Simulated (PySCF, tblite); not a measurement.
**C7H11GeN: geometry, infrared bands and NMR shifts**

Aim: predict the infrared bands and NMR shifts of C7H11GeN (`C[NH][GeH2][c]1ccccc1`).

Computed with tblite 0.8.0 and PySCF 2.14.0, with density-fitted response routines of our own, on a single molecule in the gas phase. Atoms are numbered from 0 throughout.

## 1. Starting geometry

20 atoms, charge 0, multiplicity 1; geometry from: force field or distance geometry start.

Bonds of the start (Å): C0–N1 1.42, N1–Ge2 1.78, Ge2–C3 1.92, C3–C4 1.41, C4–C5 1.38, C5–C6 1.38, C6–C7 1.40, C7–C8 1.39, C8–C3 1.38, C0–H9 1.12, C0–H10 1.11, C0–H11 1.12, N1–H12 1.01, Ge2–H13 1.57, Ge2–H14 1.54, C4–H15 1.06, C5–H16 1.09, C6–H17 1.08, C7–H18 1.10, C8–H19 1.07.

## 2. Optimising the geometry with GFN2-xTB

Job settings and geometry (Å):

```
{"job": {"kind": "relax", "xc": "GFN2-xTB", "basis": "xTB"}, "charge": 0, "multiplicity": 1}
C      2.631900    -0.229300     0.825600
N      2.632200    -0.332000    -0.586900
Ge     1.120500    -0.429900    -1.514500
C     -0.479600    -0.009300    -0.534500
C     -1.334100    -1.070800    -0.175200
C     -2.483000    -0.776500     0.528700
C     -2.822400     0.500700     0.919300
C     -1.953100     1.544200     0.576800
C     -0.790800     1.282000    -0.145300
H      2.286900    -1.142700     1.376100
H      2.100300     0.674600     1.186000
H      3.689500    -0.079000     1.157600
H      3.528300    -0.374300    -1.040500
H      1.183000     0.602000    -2.695000
H      1.003900    -1.817000    -2.179400
H     -1.089400    -2.064400    -0.463000
H     -3.121900    -1.627400     0.784800
H     -3.725500     0.689600     1.479900
H     -2.227100     2.562800     0.886800
H     -0.154700     2.107300    -0.390300
```

On the command line:

```
OMP_NUM_THREADS=1 python probes_run.py task.json out
```

The driver reads the jobs from task.json and runs them one after another.

The program printed:

```text
step      E/eV     max force
  0    -691.06538    2.319
  1    -691.21387    1.071
  2    -691.25651    0.570
  3    -691.27646    0.323
  4    -691.28475    0.320
  5    -691.29246    0.248
  6    -691.29584    0.173
  7    -691.30020    0.198
  8    -691.30510    0.221
  9    -691.31094    0.249
 10    -691.31696    0.260
 11    -691.32340    0.225
 12    -691.32980    0.224
 13    -691.33628    0.318
 14    -691.34303    0.264
 15    -691.34885    0.205
 16    -691.35334    0.153
 17    -691.35745    0.171
 18    -691.36061    0.194
 19    -691.36289    0.184
 20    -691.36532    0.122
 21    -691.36822    0.132
 22    -691.37042    0.150
 23    -691.37330    0.167
 24    -691.37560    0.144
 25    -691.37786    0.130
 26    -691.37985    0.144
 27    -691.38187    0.154
 28    -691.38390    0.130
 29    -691.38571    0.082
 30    -691.38709    0.085
 31    -691.38814    0.097
 32    -691.38925    0.100
 33    -691.39075    0.095
 34    -691.39279    0.115
 35    -691.39523    0.116
 36    -691.39782    0.117
 37    -691.40043    0.128
 38    -691.40368    0.175
 39    -691.40717    0.209
 40    -691.41195    0.213
 41    -691.41634    0.174
 42    -691.42169    0.197
 43    -691.42527    0.208
 44    -691.42947    0.207
 45    -691.43242    0.178
 46    -691.43586    0.175
 47    -691.43917    0.205
 48    -691.44369    0.239
 49    -691.44711    0.198
 50    -691.45018    0.141
 51    -691.45138    0.115
 52    -691.45314    0.097
 53    -691.45423    0.116
 54    -691.45512    0.111
 55    -691.45597    0.068
 56    -691.45660    0.062
 57    -691.45723    0.057
 58    -691.45800    0.062
 59    -691.45888    0.106
 60    -691.45978    0.085
 61    -691.46091    0.098
 62    -691.46218    0.114
 63    -691.46368    0.088
 64    -691.46498    0.103
 65    -691.46596    0.088
 66    -691.46665    0.065
 67    -691.46748    0.085
 68    -691.46819    0.080
 69    -691.46884    0.053
 70    -691.46926    0.041
 71    -691.46955    0.044
 72    -691.46979    0.031
 73    -691.47005    0.033
 74    -691.47027    0.029
 75    -691.47043    0.028
 76    -691.47055    0.018
 77    -691.47063    0.019
 78    -691.47071    0.020
 79    -691.47078    0.022
 80    -691.47085    0.023
 81    -691.47093    0.025
 82    -691.47103    0.023
 83    -691.47112    0.022
 84    -691.47121    0.020
 85    -691.47129    0.024
 86    -691.47139    0.023
 87    -691.47151    0.023
 88    -691.47162    0.025
 89    -691.47172    0.021
 90    -691.47182    0.023
 91    -691.47192    0.022
 92    -691.47203    0.024
 93    -691.47215    0.026
 94    -691.47226    0.026
 95    -691.47237    0.027
 96    -691.47248    0.026
 97    -691.47261    0.025
 98    -691.47275    0.029
 99    -691.47289    0.028
100    -691.47300    0.021
101    -691.47308    0.020
102    -691.47315    0.023
103    -691.47325    0.028
104    -691.47340    0.029
105    -691.47357    0.027
106    -691.47372    0.027
107    -691.47385    0.024
108    -691.47395    0.029
109    -691.47405    0.022
110    -691.47413    0.021
111    -691.47420    0.020
112    -691.47427    0.023
113    -691.47435    0.023
114    -691.47444    0.023
115    -691.47454    0.027
116    -691.47467    0.031
117    -691.47483    0.028
118    -691.47497    0.022
119    -691.47508    0.021
120    -691.47515    0.023
121    -691.47522    0.022
122    -691.47530    0.019
123    -691.47537    0.021
124    -691.47544    0.019
125    -691.47550    0.023
126    -691.47556    0.021
127    -691.47560    0.017
128    -691.47563    0.015
129    -691.47565    0.012
130    -691.47567    0.011
131    -691.47568    0.010
```

Run time: 1.9 s. Hardware: 1 thread of Arm Neoverse N1, shared host; peak memory 0.18 GiB.

Relaxation path: (not every step is listed)

```
step  energy from step 0 (eV)  largest force (eV/Å)
   0                   0.0000                2.3186
   1                  -0.1485                1.0710
   2                  -0.1911                0.5705
   3                  -0.2111                0.3230
   4                  -0.2194                0.3203
   5                  -0.2271                0.2476
   6                  -0.2305                0.1727
   7                  -0.2348                0.1982
   8                  -0.2397                0.2213
  19                  -0.2975                0.1841
  30                  -0.3217                0.0846
  41                  -0.3510                0.1745
  52                  -0.3878                0.0969
  63                  -0.3983                0.0881
  74                  -0.4049                0.0295
  85                  -0.4059                0.0238
  96                  -0.4071                0.0265
 107                  -0.4085                0.0244
 118                  -0.4096                0.0215
 126                  -0.4102                0.0212
 127                  -0.4102                0.0171
 128                  -0.4103                0.0147
 129                  -0.4103                0.0121
 130                  -0.4103                0.0111
 131                  -0.4103                0.0099
```

Distances of close pairs at the start and the end, largest changes first:

```
   bond  before (Å)  after (Å)  change (Å)
Ge2–H13       1.569      1.505      -0.064
 N1–Ge2       1.776      1.821      +0.045
  C0–N1       1.416      1.452      +0.036
 Ge2–C3       1.923      1.958      +0.035
 C0–H11       1.119      1.092      -0.027
  C0–H9       1.121      1.096      -0.025
  C3–C4       1.409      1.388      -0.021
 C4–H15       1.063      1.083      +0.020
```

The final coordinates are the input of the step that follows.

## 3. Vibrational analysis with GFN2-xTB

Job settings and geometry (Å):

```
{"job": {"kind": "ir", "xc": "GFN2-xTB", "basis": "xTB"}, "charge": 0, "multiplicity": 1}
C      2.710563    -0.328428     0.822191
N      2.504796     0.123707    -0.542181
Ge     1.106447    -0.482482    -1.539564
C     -0.522677    -0.048818    -0.544187
C     -1.442775    -1.032106    -0.206378
C     -2.577357    -0.719882     0.521492
C     -2.804474     0.586192     0.920189
C     -1.894424     1.576729     0.589085
C     -0.763080     1.258302    -0.139364
H      3.154812    -1.328323     0.888129
H      1.745381    -0.351872     1.328036
H      3.360131     0.371461     1.351117
H      3.387606     0.195370    -1.029714
H      1.272178     0.260284    -2.837658
H      1.111062    -1.977668    -1.836457
H     -1.262211    -2.053255    -0.518945
H     -3.285456    -1.494739     0.778789
H     -3.689197     0.831889     1.489701
H     -2.069892     2.597046     0.899700
H     -0.046582     2.027271    -0.397020
```

The program printed:

```text
mode    cm-1     km/mol
  1      16.3      0.17
  2      52.5      0.26
  3     112.6      2.01
  4     154.8      0.51
  5     167.1      3.51
  6     191.2      1.17
  7     269.4      1.77
  8     294.0     16.16
  9     359.9      0.08
 10     406.6     19.54
 11     467.2    108.64
 12     498.8    108.32
 13     588.5      0.64
 14     608.3     23.83
 15     637.4      2.44
 16     645.7     15.57
 17     663.1      7.02
 18     693.5    387.43
 19     732.6     11.66
 20     814.1    233.46
 21     875.7      0.07
 22     896.3      0.04
 23     925.0      0.07
 24     933.2      0.01
 25     968.9      2.02
 26    1049.4     20.62
 27    1081.0      0.34
 28    1097.4     34.85
 29    1110.6      9.58
 30    1116.2      0.20
 31    1120.4     23.07
 32    1181.8      0.13
 33    1196.2      0.38
 34    1278.7      3.32
 35    1316.4      0.36
 36    1326.3     21.39
 37    1422.2      5.51
 38    1423.4      1.90
 39    1457.3      1.23
 40    1490.5      2.33
 41    1503.6      1.38
 42    1581.1      1.69
 43    1591.1      0.35
 44    1808.9    432.39
 45    1972.6    471.57
 46    2897.3     74.48
 47    2973.4     61.84
 48    2998.6     31.20
 49    3036.3     31.05
 50    3048.9     20.02
 51    3067.8      0.62
 52    3073.6     84.83
 53    3085.2     72.01
 54    3399.7      6.52
```

Wall time 1.5 s (1 thread of Arm Neoverse N1, shared host); peak memory 0.18 GiB.

The strongest bands and the atoms that carry them (share of the mass-weighted mode):

```
cm⁻¹  km/mol                        atoms
 467   108.6  H14 27 %, H13 25 %, C3 15 %
 499   108.3  N1 41 %, H12 35 %, Ge2 11 %
 694   387.4           H13 50 %, H14 25 %
 814   233.5           H13 52 %, H14 46 %
1809   432.4                     H14 95 %
1973   471.6                     H13 95 %
2897    74.5                      H9 91 %
3074    84.8           H16 47 %, H18 42 %
```

## 4. NMR shieldings: PBE0/pcSseg-1

Same as in step 3 but for these lines:

```diff
@@ -1,2 +1,2 @@
-{"job": {"kind": "ir", "xc": "GFN2-xTB", "basis": "xTB"}, "charge": 0, "multiplicity": 1}
+{"job": {"kind": "nmr", "xc": "PBE0", "basis": "pcSseg-1"}, "charge": 0, "multiplicity": 1}
 C      2.710563    -0.328428     0.822191
```

Level: GIAO PBE0/pcSseg-1 NMR shielding, non-relativistic, gas phase.

The program printed:

```text
coarse grid: 75992 points
cycle   1  E = -2404.1046839938  dE =  6.430e-01  |g| = 9.587e-01  |ddm| = 4.387e+00
cycle   2  E = -2404.0457874312  dE =  5.890e-02  |g| = 1.064e+00  |ddm| = 1.389e+00
cycle   3  E = -2404.1957211518  dE = -1.499e-01  |g| = 1.465e-01  |ddm| = 8.739e-01
cycle   4  E = -2404.1995191232  dE = -3.798e-03  |g| = 6.437e-02  |ddm| = 1.639e-01
cycle   5  E = -2404.2003194636  dE = -8.003e-04  |g| = 9.990e-03  |ddm| = 6.378e-02
cycle   6  E = -2404.2003398744  dE = -2.041e-05  |g| = 5.127e-03  |ddm| = 1.594e-02
cycle   7  E = -2404.2003469816  dE = -7.107e-06  |g| = 9.469e-04  |ddm| = 5.777e-03
final grid: 161584 points
cycle   8  E = -2404.2003763642  dE =  2.385e-07  |g| = 1.425e-03  |ddm| = 3.158e-03
cycle   9  E = -2404.2003752060  dE =  1.158e-06  |g| = 2.492e-03  |ddm| = 3.714e-03
cycle  10  E = -2404.2003769020  dE = -1.696e-06  |g| = 1.881e-04  |ddm| = 2.502e-03
cycle  11  E = -2404.2003769116  dE = -9.549e-09  |g| = 3.970e-05  |ddm| = 2.434e-04
cycle  12  E = -2404.2003769118  dE = -2.328e-10  |g| = 7.022e-06  |ddm| = 2.880e-05
converged SCF energy = -2404.2003769118

GIAO shielding tensors (ppm)
atom      isotropic    diamagn.    paramagn.     s11        s22        s33       span
  0 C      152.895     244.918     -92.022    128.357    144.166    186.164     57.807
  1 N      251.333     321.913     -70.580    215.603    241.530    296.865     81.262
  2 Ge    1396.126    2755.314   -1359.188   1277.258   1411.820   1499.300    222.042
  3 C       46.687     263.117    -216.430    -48.384      6.246    182.200    230.584
  4 C       45.411     250.933    -205.522    -73.112     39.250    170.096    243.208
  5 C       53.984     253.391    -199.406    -57.457     42.036    177.375    234.832
  6 C       51.262     254.135    -202.874    -60.279     35.425    178.639    238.918
  7 C       53.494     253.651    -200.157    -58.610     41.443    177.647    236.257
  8 C       46.092     251.484    -205.392    -70.884     33.578    175.582    246.467
  9 H       29.043      28.879       0.164     24.006     26.230     36.894     12.887
 10 H       29.497      31.960      -2.463     23.946     31.125     33.421      9.475
 11 H       28.895      28.648       0.247     23.962     26.066     36.659     12.697
 12 H       31.934      30.926       1.008     21.845     29.567     44.390     22.545
 13 H       26.689      29.330      -2.641     20.691     21.289     38.086     17.395
 14 H       26.474      29.698      -3.224     19.439     21.976     38.006     18.568
 15 H       23.794      32.708      -8.914     19.315     22.568     29.498     10.184
 16 H       24.047      29.802      -5.755     20.499     24.564     27.078      6.579
 17 H       23.989      29.075      -5.086     20.590     24.656     26.722      6.132
 18 H       23.983      30.437      -6.454     20.423     24.415     27.111      6.688
 19 H       23.588      33.108      -9.520     18.959     21.864     29.941     10.982
```

It took 1.7 min on 1 thread of Arm Neoverse N1, shared host; peak memory 1.1 GiB.

Shifts follow as δ = σ(reference) − σ, with reference shieldings (ppm) from runs at the same level and on the same kind of geometry: 1H TMS 31.72, 13C TMS 186.9, 15N NH3 267.7, 73Ge GeMe4 1331. The references are single molecules in the gas phase, so shifts against H2O, NH3, PH3, H3PO4 or CFCl3 are not on the usual liquid scales and can be off by tens of ppm. Atoms listed in one row are averaged.

```
       atoms                              environment  σ (ppm)  δ (ppm)
      C4, C8                              aromatic CH     45.8    141.2
          C3              substituted aromatic carbon     46.7    140.2
          C6                              aromatic CH     51.3    135.7
      C5, C7                              aromatic CH     53.7    133.2
          C0                methyl carbon bonded to N    152.9     34.0
    H15, H19               hydrogen on an aromatic CH    23.69     8.03
         H17               hydrogen on an aromatic CH    23.99     7.73
    H16, H18               hydrogen on an aromatic CH    24.01     7.70
    H13, H14   hydrogen on a germanium bonded to C, N    26.58     5.14
H9, H10, H11  hydrogen on a methyl carbon bonded to N    29.15     2.57
         H12   hydrogen on a nitrogen bonded to C, Ge    31.93    -0.22
          N1              nitrogen bonded to C, Ge, H    251.3     16.4
         Ge2            germanium bonded to C, N, 2 H     1396      -65
```

Charges from the same density, by scheme (e):

```
 atoms  Mulliken    IAO  Hirshfeld  ESP fit
    C0     -0.10  -0.30      -0.08    -0.10
    N1     -0.74  -0.64      -0.25    -0.65
   Ge2      0.77   0.75       0.37     0.39
    C3     -0.51  -0.24      -0.09    -0.18
C4, C8     -0.03  -0.14      -0.05     0.02
C5, C7     -0.07  -0.15      -0.05    -0.26
    C6     -0.08  -0.15      -0.05    -0.04
```

Mayer bond orders: C0–N1 0.97, N1–Ge2 0.90, Ge2–C3 0.84, C3–C4 1.40, C4–C5 1.44, C5–C6 1.43, C6–C7 1.42, C7–C8 1.44, C8–C3 1.40.

Ring of atoms C3, C4, C5, C6, C7, C8: NICS(0) -7.7, NICS(1) -11.2, NICS(1)zz -28.8 ppm (means of both faces).

## 5. Summary of results

| quantity | value |
| --- | --- |
| strongest single infrared mode (GFN2-xTB) | 1973 cm⁻¹, 472 km/mol |
| zero-point energy (GFN2-xTB) | 96.8 kcal/mol |
| 13C shifts against TMS (PBE0/pcSseg-1, means over atoms taken as alike) | 141.2, 140.2, 135.7, 133.2, 34.0 ppm |
| 1H shifts against TMS (PBE0/pcSseg-1, means over atoms taken as alike) | 8.03, 7.73, 7.70, 5.14, 2.57, -0.22 ppm |
| 15N shifts against NH3 (PBE0/pcSseg-1) | 16.4 ppm |
| 73Ge shifts against GeMe4 (PBE0/pcSseg-1) | -65 ppm |

What this shows: Relaxing lowered the energy by 0.410 eV in 131 steps; the close pair that moved most is Ge2–H13, from 1.569 to 1.505 Å. No mode is imaginary among the 54: a minimum at this level. The strongest single mode, at 1973 cm⁻¹, moves mainly H13. GFN2-xTB is a fitted tight-binding method: band positions and strengths are rough. Its intensities can rank the bands wrongly. NICS(1)zz of -29 ppm above the planar ring from C3 marks a diatropic (aromatic) ring current. Spin-orbit coupling is left out, which matters for shieldings and couplings at and beside the heavy atoms.
